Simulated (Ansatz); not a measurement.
# C₄H₁₀F₃NSi: a ladder of functionals and wavefunction methods

The task here is to estimate one member of a computed series from the others.

Program: Ansatz 0.2.0, Gaussian basis. Level of theory: functionals in def2-TZVPP, the program's frozen cores in correlated methods. These are calculated values, not measurements.

Plan: LDA (SPW92), PBE-D4, revPBE-D4, BLYP-D4, r2SCAN-D4, B97M-V, PBE0-D4, B3LYP-D4, r2SCANh-D4, r2SCAN0-D4, HSE06-D4, BHLYP-D4, CAM-B3LYP-D4, LC-ωPBE, ωB97X-V, ωB97M-V, B2PLYP, PBE-QIDH; CCSD(T)/def2-SVP; CCSD(T)/def2-TZVPP; MP2/def2-QZVPP; extrapolation to the limit; RPA on PBE.

## Structure used throughout

All runs share one geometry, relaxed beforehand with PBE0-D4 in a triple-zeta def2 set.

19 atoms, charge 0, spin multiplicity 1.

Atoms are counted from 1 here; the program's logs count them from 0.

Bond lengths: C1–C2 1.527 Å, C1–H10 1.093 Å, C1–H11 1.092 Å, C1–H12 1.093 Å, C2–C3 1.525 Å, C2–C4 1.523 Å, C2–N5 1.466 Å, C3–H13 1.094 Å, C3–H14 1.092 Å, C3–H15 1.092 Å, C4–H16 1.094 Å, C4–H17 1.092 Å, C4–H18 1.091 Å, N5–Si6 1.671 Å, N5–H19 1.009 Å, Si6–F7 1.581 Å, Si6–F8 1.579 Å, Si6–F9 1.577 Å. Angles: C2–C1–H10 110.7°, C2–C1–H11 110.5°, C2–C1–H12 111.0°, H10–C1–H11 108.1°, H10–C1–H12 107.9°, H11–C1–H12 108.5°, C1–C2–C3 110.1°, C1–C2–C4 109.8°, C1–C2–N5 109.6°, C3–C2–C4 109.7°, C3–C2–N5 108.5°, C4–C2–N5 109.1°, C2–C3–H13 110.7°, C2–C3–H14 110.8°, C2–C3–H15 110.5°, H13–C3–H14 107.8°, H13–C3–H15 108.2°, H14–C3–H15 108.7° and more.

The first run:

Contents of in.yaml:

```yaml
crystal:
  periodic: [false, false, false]
  atoms:
    - {symbol: C, position_ang: [1.026953, -0.072718, -1.444196]}
    - {symbol: C, position_ang: [0.439172, -0.213465, -0.042365]}
    - {symbol: C, position_ang: [1.550086, -0.478855, 0.967363]}
    - {symbol: C, position_ang: [-0.564155, -1.359058, -0.015671]}
    - {symbol: N, position_ang: [-0.241639, 1.030365, 0.331432]}
    - {symbol: Si, position_ang: [-1.873895, 1.382755, 0.378901]}
    - {symbol: F, position_ang: [-2.648878, 1.105835, -0.970931]}
    - {symbol: F, position_ang: [-2.683267, 0.574710, 1.467145]}
    - {symbol: F, position_ang: [-2.019826, 2.917457, 0.712989]}
    - {symbol: H, position_ang: [1.734709, 0.759782, -1.484075]}
    - {symbol: H, position_ang: [0.236097, 0.118797, -2.172456]}
    - {symbol: H, position_ang: [1.558582, -0.980801, -1.739318]}
    - {symbol: H, position_ang: [2.270018, 0.344769, 0.976781]}
    - {symbol: H, position_ang: [2.093009, -1.392907, 0.716327]}
    - {symbol: H, position_ang: [1.137107, -0.582718, 1.972616]}
    - {symbol: H, position_ang: [-1.373966, -1.196841, -0.733128]}
    - {symbol: H, position_ang: [-0.996798, -1.481597, 0.979501]}
    - {symbol: H, position_ang: [-0.069924, -2.292697, -0.288901]}
    - {symbol: H, position_ang: [0.384715, 1.813185, 0.444489]}
basis:
  gaussian: {orbitals: def2-TZVPP}
hamiltonian: {xc: lda}
output: {orbitals: {seedname: orbitals}}
```

Started as:

```sh
$ ansatz run in.yaml --threads 5 --pin off --events-out ev --progress --plain --max-ram 66560MiB --backend cuda --devices 0, --max-vram 37GiB
```

Among the steps run: LDA; PBE-D4 (GGA); revPBE-D4 (GGA); BLYP-D4 (GGA); r2SCAN-D4 (meta-GGA); B97M-V (meta-GGA); B3LYP-D4 (hybrid); r2SCANh-D4 (hybrid); r2SCAN0-D4 (hybrid); HSE06-D4 (hybrid); BHLYP-D4 (hybrid); CAM-B3LYP-D4 (range-separated); LC-ωPBE (range-separated); ωB97X-V (range-separated); ωB97M-V (range-separated); B2PLYP (double hybrid); PBE-QIDH (double hybrid).

One of the session's tables, all rows but one given; the rest of the session is left out.

```
  functional  HOMO (eV)  LUMO (eV)  gap (eV)
 LDA (SPW92)      -6.42      -0.56      5.86
      PBE-D4      -6.22      -0.30      5.92
   revPBE-D4      -6.14      -0.17      5.97
     BLYP-D4      -6.10      -0.28      5.82
   r2SCAN-D4      -6.51       0.31      6.82
      B97M-V      -6.65      -0.17      6.48
     PBE0-D4      -7.66       0.53      8.20
    B3LYP-D4      -7.43       0.21      7.63
  r2SCANh-D4      -7.05       0.57      7.62
  r2SCAN0-D4      -7.87       0.93      8.80
    HSE06-D4      -7.26       0.16      7.42
    BHLYP-D4      -9.03       1.18     10.21
CAM-B3LYP-D4      -9.11       1.32     10.42
     LC-ωPBE          ?          ?         ?
     ωB97X-V     -10.12       2.40     12.51
     ωB97M-V     -10.03       1.99     12.02
```

Estimate the missing values for LC-ωPBE.

The run gave: HOMO (eV): -10.48; LUMO (eV): 2.65; gap (eV): 13.12. In the column «HOMO (eV)» it is the lowest.
